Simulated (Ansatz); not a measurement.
# Cl2H4HfN2: one species, many methods

One table from this session's results is given with a row withheld; the runs are named, their logs left out.

Computed with Ansatz 0.2.0, Gaussian basis. Level: functionals in def2-TZVPP, the program's frozen cores in correlated methods.

Plan: LDA (SPW92), PBE-D4, revPBE-D4, BLYP-D4, r2SCAN-D4, B97M-V, PBE0-D4, B3LYP-D4, r2SCANh-D4, r2SCAN0-D4, HSE06-D4, BHLYP-D4, CAM-B3LYP-D4, LC-ωPBE, ωB97X-V, ωB97M-V, B2PLYP, PBE-QIDH; CCSD(T)/def2-SVP; CCSD(T)/def2-TZVPP; MP2/def2-QZVPP; extrapolation to the limit; RPA on PBE.

### Structure used throughout

An earlier PBE0-D4 in a triple-zeta def2 set relaxation fixed the geometry. Hf takes the def2 core potential; no spin-orbit term is included.

9 atoms, charge 0, spin multiplicity 1.

Atoms are counted from 1 here; the program's logs count them from 0.

Bond lengths: N1–Hf2 2.012 Å, N1–H6 1.011 Å, N1–H7 1.009 Å, Hf2–N3 2.008 Å, Hf2–Cl4 2.361 Å, Hf2–Cl5 2.361 Å, N3–H8 1.011 Å, N3–H9 1.011 Å. Angles: Hf2–N1–H6 124.9°, Hf2–N1–H7 126.0°, H6–N1–H7 109.1°, N1–Hf2–N3 105.1°, N1–Hf2–Cl4 109.1°, N1–Hf2–Cl5 109.1°, N3–Hf2–Cl4 110.0°, N3–Hf2–Cl5 110.1°, Cl4–Hf2–Cl5 113.1°, Hf2–N3–H8 125.4°, Hf2–N3–H9 125.4°, H8–N3–H9 109.0°.

The first run:

Contents of in.yaml:

```yaml
crystal:
  periodic: [false, false, false]
  atoms:
    - {symbol: N, position_ang: [-0.692292, 1.461458, -0.486259]}
    - {symbol: Hf, position_ang: [-0.127232, -0.096799, 0.654874]}
    - {symbol: N, position_ang: [0.898754, -1.304918, -0.577887]}
    - {symbol: Cl, position_ang: [-2.052916, -1.204124, 1.456033]}
    - {symbol: Cl, position_ang: [1.281431, 0.682881, 2.382242]}
    - {symbol: H, position_ang: [-1.230495, 2.253061, -0.159593]}
    - {symbol: H, position_ang: [-0.487697, 1.583878, -1.467190]}
    - {symbol: H, position_ang: [1.901609, -1.293576, -0.707606]}
    - {symbol: H, position_ang: [0.508838, -2.081851, -1.094633]}
basis:
  gaussian: {orbitals: def2-TZVPP}
hamiltonian: {xc: lda}
output: {orbitals: {seedname: orbitals}}
```

Command:

```
> ansatz run in.yaml --threads 4 --pin off --events-out ev --progress --plain --max-ram 10444MiB
```

Steps of the session up to this table: LDA; PBE-D4 (GGA); revPBE-D4 (GGA); BLYP-D4 (GGA); r2SCAN-D4 (meta-GGA); B97M-V (meta-GGA); B3LYP-D4 (hybrid); r2SCANh-D4 (hybrid); r2SCAN0-D4 (hybrid); HSE06-D4 (hybrid); BHLYP-D4 (hybrid); CAM-B3LYP-D4 (range-separated); LC-ωPBE (range-separated); ωB97X-V (range-separated); ωB97M-V (range-separated); B2PLYP (double hybrid); PBE-QIDH (double hybrid).

One of the session's tables, all rows but one given; the rest of the session is left out.

It belongs to the step «Orbital energies across the functionals». 

| functional | HOMO (eV) | gap (eV) |
| --- | --- | --- |
| LDA (SPW92) | -6.57 | 4.57 |
| PBE-D4 | -6.37 | 4.64 |
| revPBE-D4 | -6.30 | 4.68 |
| BLYP-D4 | -6.23 | 4.62 |
| r2SCAN-D4 | -6.69 | 5.17 |
| B97M-V | -6.72 | 5.22 |
| PBE0-D4 | -7.76 | 6.91 |
| B3LYP-D4 | -7.50 | 6.42 |
| r2SCANh-D4 | -7.20 | 6.00 |
| r2SCAN0-D4 | -7.99 | 7.27 |
| HSE06-D4 | ? | ? |
| BHLYP-D4 | -9.04 | 9.20 |
| CAM-B3LYP-D4 | -9.17 | 9.43 |
| LC-ωPBE | -10.62 | 12.08 |
| ωB97X-V | -10.21 | 11.56 |
| ωB97M-V | -10.09 | 11.08 |

Q: Estimate the row for HSE06-D4 from the others.

As computed: HOMO (eV): -7.36; gap (eV): 6.13. In the column «HOMO (eV)» it lies between B3LYP-D4 (-7.50) and r2SCANh-D4 (-7.20).
